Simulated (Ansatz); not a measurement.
# doublet C3H10OSi+: levels of theory compared

Aim: a comparison of 5 runs (UHF/STO-3G, U-revPBE/6-31G*, U-wB97X/6-31G*, UCAM-B3LYP/6-31G*, UPBE-QIDH/6-31G*) of doublet C3H10OSi+. 

The calculation is run with Ansatz 0.2.0.

78 further runs of the same task are left out: 1 that didn't finish, 77 set aside as unsound or not needed.

### 1 Starting point

C3H10OSi+ has 15 atoms, charge +1, and is taken as a doublet. SMILES of the parent species: `C[Si](C)(C)O`. The shape is that of a PBE0-D4/def2-TZVP optimisation. This is one conformer, not always the lowest. That shape belongs to the parent species and isn't relaxed for this state.

Bond lengths: C1–Si2 1.870 Å, Si2–C3 1.870 Å, Si2–C4 1.861 Å, Si2–O5 1.660 Å, C1–H6 1.094 Å, C1–H7 1.094 Å, C1–H8 1.093 Å, C3–H9 1.094 Å, C3–H10 1.093 Å, C3–H11 1.094 Å, C4–H12 1.093 Å, C4–H13 1.093 Å, C4–H14 1.093 Å, O5–H15 0.957 Å. Some angles: C1–Si2–C3 109.3°, C1–Si2–C4 111.0°, C1–Si2–O5 110.3°, C3–Si2–C4 111.0°, C3–Si2–O5 110.3°, C4–Si2–O5 104.8°, Si2–C1–H6 111.5°, Si2–C1–H7 111.0°, Si2–C1–H8 111.0°, Si2–C3–H9 111.5°.

### 2 A single-point energy at UHF/STO-3G (run 1)

job.yaml reads:

```yaml
basis:
  gaussian:
    orbitals: STO-3G
crystal:
  periodic: [false, false, false]
  atoms:
    - {symbol: C, position_ang: [-1.759880, 0.191150, 0.071540]}
    - {symbol: Si, position_ang: [0.089930, 0.200980, -0.204700]}
    - {symbol: C, position_ang: [0.959910, 0.370300, 1.442320]}
    - {symbol: C, position_ang: [0.639300, -1.339490, -1.093220]}
    - {symbol: O, position_ang: [0.516200, 1.448090, -1.213440]}
    - {symbol: H, position_ang: [-2.095970, 1.106050, 0.568270]}
    - {symbol: H, position_ang: [-2.057470, -0.651720, 0.702020]}
    - {symbol: H, position_ang: [-2.296730, 0.107790, -0.876880]}
    - {symbol: H, position_ang: [0.664600, 1.288070, 1.959260]}
    - {symbol: H, position_ang: [2.044780, 0.393380, 1.311290]}
    - {symbol: H, position_ang: [0.718200, -0.468650, 2.101280]}
    - {symbol: H, position_ang: [0.405110, -2.234400, -0.510590]}
    - {symbol: H, position_ang: [1.717690, -1.322690, -1.268870]}
    - {symbol: H, position_ang: [0.142180, -1.426990, -2.062380]}
    - {symbol: H, position_ang: [0.312140, 2.338130, -0.925910]}
total_charge: 1
magnetization:
  spin_polarized: true
  initial_magnetization: 1
hamiltonian:
  xc: hf
accuracy: high
output:
  orbitals: {seedname: orbitals}
```

Command:

```sh
$ ansatz run job.yaml --threads 1 --pin off --max-ram 3480MiB --events-out events.jsonl --progress --plain --runs-dir runs
```

Standard output:

```text
Warning: RAYON_NUM_THREADS=1 ignored (pool sized by the plan → 1); use --threads N
Functional definition: HF
  name "HF"
  exchange = exact_x
  correlation = 0
904 factors; integrals over basis functions are off by at most 2.6e-9 eV
mean field evaluation 1: about -12983.8083 eV, gradient 1.9e1 eV
mean field evaluation 2: about -12983.9579 eV, gradient 1.9e1 eV
mean field evaluation 4: about -12987.3363 eV, gradient 3.5e0 eV
mean field evaluation 8: about -12988.6980 eV, gradient 1.9e0 eV
mean field evaluation 16: about -12988.7501 eV, gradient 1.8e-8 eV
mean field evaluation 32: about -12987.7222 eV, gradient 1.9e-1 eV
mean field evaluation 64: about -12986.5018 eV, gradient 1.8e0 eV
mean field evaluation 96: about -12988.5387 eV, gradient 2.0e0 eV
mean field -12988.75011859 eV, -477.3277627670 hartree, gradient 1.4e-8 eV, S^2 0.756568; 0 other end points of the search recorded, 0 dependent functions left out
reference -12988.75011859 eV, -477.3277627670 hartree; 25, 24 occupied and 14, 15 virtual orbitals, 904 factors
Total energy: -12988.75011859 eV, -477.3277627670 hartree
```

Run time: 1.5 s. Hardware: 1 thread of Arm Neoverse V2, shared host; peak memory 0.11 GiB.

### 3 The energy at U-revPBE/6-31G(d) (spherical functions) (run 2)

in.yaml reads:

```yaml
crystal:
  periodic: [false, false, false]
  atoms:
    - symbol: C
      position_ang: [-1.759880, 0.191150, 0.071540]
    - symbol: Si
      position_ang: [0.089930, 0.200980, -0.204700]
    - symbol: C
      position_ang: [0.959910, 0.370300, 1.442320]
    - symbol: C
      position_ang: [0.639300, -1.339490, -1.093220]
    - symbol: O
      position_ang: [0.516200, 1.448090, -1.213440]
    - symbol: H
      position_ang: [-2.095970, 1.106050, 0.568270]
    - symbol: H
      position_ang: [-2.057470, -0.651720, 0.702020]
    - symbol: H
      position_ang: [-2.296730, 0.107790, -0.876880]
    - symbol: H
      position_ang: [0.664600, 1.288070, 1.959260]
    - symbol: H
      position_ang: [2.044780, 0.393380, 1.311290]
    - symbol: H
      position_ang: [0.718200, -0.468650, 2.101280]
    - symbol: H
      position_ang: [0.405110, -2.234400, -0.510590]
    - symbol: H
      position_ang: [1.717690, -1.322690, -1.268870]
    - symbol: H
      position_ang: [0.142180, -1.426990, -2.062380]
    - symbol: H
      position_ang: [0.312140, 2.338130, -0.925910]
basis:
  gaussian: {orbitals: 6-31G_st_-spherical.json}
total_charge: 1
magnetization: {spin_polarized: true, initial_magnetization: 1}
hamiltonian: {xc: {name: revPBE}}
accuracy: high
output: {orbitals: {seedname: orbitals}}
```

The basis set 6-31G* is read from a file made from the Basis Set Exchange's data (not shown).

Command:

```sh
$ ansatz run in.yaml --threads 1 --pin off --max-ram 3480MiB --events-out events.jsonl --progress --plain --runs-dir runs
```

Standard output:

```text
Warning: RAYON_NUM_THREADS=1 ignored (pool sized by the plan → 1); use --threads N
Functional definition: revPBE
  name "revPBE"
  parameter kappa = 1.245
  parameter beta = 0.06672455060314922
  exchange = pbe_x(kappa = kappa, mu = beta*pi^2/3)
  correlation = pbe_c(beta = beta)
2344 factors; integrals over basis functions are off by at most 3.8e-9 eV
mean field evaluation 1: about -13165.1046 eV, gradient 7.2e1 eV
mean field evaluation 2: about -13121.0499 eV, gradient 1.2e2 eV
mean field evaluation 4: about -13187.1375 eV, gradient 8.2e0 eV
mean field evaluation 8: about -13187.3992 eV, gradient 2.1e0 eV
mean field evaluation 16: about -13187.4162 eV, gradient 2.8e-3 eV
mean field evaluation 32: about -13186.7255 eV, gradient 8.9e0 eV
mean field evaluation 64: about -13187.0427 eV, gradient 4.8e0 eV
mean field -13187.41619548 eV, -484.6286064322 hartree, gradient 2.6e-8 eV, S^2 0.752676; 6 other end points of the search recorded, 0 dependent functions left out
reference -13187.41619932 eV, -484.6286065733 hartree; 25, 24 occupied and 69, 70 virtual orbitals, 2344 factors
Total energy: -13187.41619932 eV, -484.6286065733 hartree
```

Run time: 42 s. Hardware: 1 thread of Arm Neoverse V2, shared host; peak memory 0.39 GiB.

Run 3 isn't shown in full; the table further down has it.

### 4 A single-point energy at UCAM-B3LYP/6-31G(d) (spherical functions) (run 4)

in.yaml: that of step 3 with these lines changed.

```diff
@@ -34,7 +34,11 @@
 basis:
-  gaussian: {orbitals: 6-31G_st_-spherical.json}
+  gaussian:
+    orbitals: 6-31G_st_-spherical.json
+accuracy: high
 total_charge: 1
-magnetization: {spin_polarized: true, initial_magnetization: 1}
-hamiltonian: {xc: {name: revPBE}}
-accuracy: high
+hamiltonian:
+  xc: {name: CAM-B3LYP}
 output: {orbitals: {seedname: orbitals}}
+magnetization:
+  spin_polarized: true
+  initial_magnetization: 1
```

The basis set 6-31G* is read from a file made from the Basis Set Exchange's data (not shown).

Command:

```sh
$ ansatz run in.yaml --threads 1 --pin off --max-ram 3480MiB --events-out events.jsonl --progress --plain --runs-dir runs
```

Standard output (excerpt; [...] marks lines left out):

```text
Warning: RAYON_NUM_THREADS=1 ignored (pool sized by the plan → 1); use --threads N
Functional definition: CAM-B3LYP
  name "CAM-B3LYP"
[...]
2344 factors; integrals over basis functions are off by at most 3.8e-9 eV
510 factors; integrals over basis functions are off by at most 1.9e-9 eV
[...]
mean field -13187.69150833 eV, -484.6387239929 hartree, gradient 6.2e-8 eV, S^2 0.759606; 2 other end points of the search recorded, 0 dependent functions left out
reference -13187.69152737 eV, -484.6387246924 hartree; 25, 24 occupied and 69, 70 virtual orbitals, 2344 factors
Total energy: -13187.69152737 eV, -484.6387246924 hartree
```

Run time: 48 s. Hardware: 1 thread of Arm Neoverse V2, shared host; peak memory 0.62 GiB.

### 5 A single-point energy at UPBE-QIDH/6-31G(d) (spherical functions) (run 5)

run.yaml reads:

```yaml
crystal:
  periodic: [false, false, false]
  atoms:
    - {symbol: C, position_ang: [-1.759880, 0.191150, 0.071540]}
    - {symbol: Si, position_ang: [0.089930, 0.200980, -0.204700]}
    - {symbol: C, position_ang: [0.959910, 0.370300, 1.442320]}
    - {symbol: C, position_ang: [0.639300, -1.339490, -1.093220]}
    - {symbol: O, position_ang: [0.516200, 1.448090, -1.213440]}
    - {symbol: H, position_ang: [-2.095970, 1.106050, 0.568270]}
    - {symbol: H, position_ang: [-2.057470, -0.651720, 0.702020]}
    - {symbol: H, position_ang: [-2.296730, 0.107790, -0.876880]}
    - {symbol: H, position_ang: [0.664600, 1.288070, 1.959260]}
    - {symbol: H, position_ang: [2.044780, 0.393380, 1.311290]}
    - {symbol: H, position_ang: [0.718200, -0.468650, 2.101280]}
    - {symbol: H, position_ang: [0.405110, -2.234400, -0.510590]}
    - {symbol: H, position_ang: [1.717690, -1.322690, -1.268870]}
    - {symbol: H, position_ang: [0.142180, -1.426990, -2.062380]}
    - {symbol: H, position_ang: [0.312140, 2.338130, -0.925910]}
basis:
  gaussian: {orbitals: 6-31G_st_-spherical.json}
total_charge: 1
magnetization: {spin_polarized: true, initial_magnetization: 1}
hamiltonian: {xc: {name: PBE-QIDH}}
correlation: {frozen_orbitals: {C: 1, H: 0, O: 1, Si: 5}}
accuracy: high
output: {orbitals: {seedname: orbitals}}
```

The basis set 6-31G* is read from a file made from the Basis Set Exchange's data (not shown).

Command:

```sh
$ ansatz run run.yaml --threads 1 --pin off --max-ram 3480MiB --events-out events.jsonl --progress --plain --runs-dir runs
```

Standard output (excerpt; [...] marks lines left out):

```text
Warning: RAYON_NUM_THREADS=1 ignored (pool sized by the plan → 1); use --threads N
Functional definition: PBE-QIDH
  name "PBE-QIDH"
[...]
2344 factors; integrals over basis functions are off by at most 3.8e-9 eV
[...]
mean field -13168.56931174 eV, -483.9359962296 hartree, gradient 7.7e-8 eV, S^2 0.774213; 4 other end points of the search recorded, 0 dependent functions left out
9 core orbitals not correlated: weight in the atoms' cores, before any rotation towards them, 1.000 or more for the frozen orbitals, at most 0.000 for the correlated occupied ones
reference -13168.56931271 eV, -483.9359962651 hartree; 16, 15 occupied and 69, 70 virtual orbitals, 2344 factors
second order -20.25452125 eV of doubles, -0.00000000 eV of singles
Total energy: -13175.32081979 eV, -484.1841095740 hartree
```

Wall time 74 s (1 thread of Arm Neoverse V2, shared host); peak memory 0.54 GiB.

### 6 Overview of the runs

```
run                                    level  frozen core orbitals  energy (Eh)  HOMO energy (eV)  LUMO energy (eV)   ⟨S²⟩  wall time
  1                               UHF/STO-3G                     –  -477.327763            -15.66             -3.52  0.757      1.5 s
  2    U-revPBE/6-31G* (spherical functions)                     –  -484.628607            -12.29                 –  0.753       42 s
  3     U-wB97X/6-31G* (spherical functions)                     –  -484.680417            -15.91            -10.06  0.761    3.3 min
  4  UCAM-B3LYP/6-31G* (spherical functions)                     –  -484.638725            -14.89            -10.91  0.760       48 s
  5   UPBE-QIDH/6-31G* (spherical functions)                     9  -484.184110            -15.48            -10.34  0.774       74 s
```

### 7 Results

```
                                                       quantity          value
                                            run 5: total energy  -484.18411 Eh
run 5: HOMO energy (SCF part's orbitals) (highest over α and β)      -15.48 eV
 run 5: LUMO energy (SCF part's orbitals) (lowest over α and β)      -10.34 eV
                                                    run 5: ⟨S²⟩          0.774
```

**Reading.** Totals of different functionals can't be ranked against each other. In run 1 the basis is minimal, so the values are rough. All runs together took 6.1 min, the longest 3.3 min.
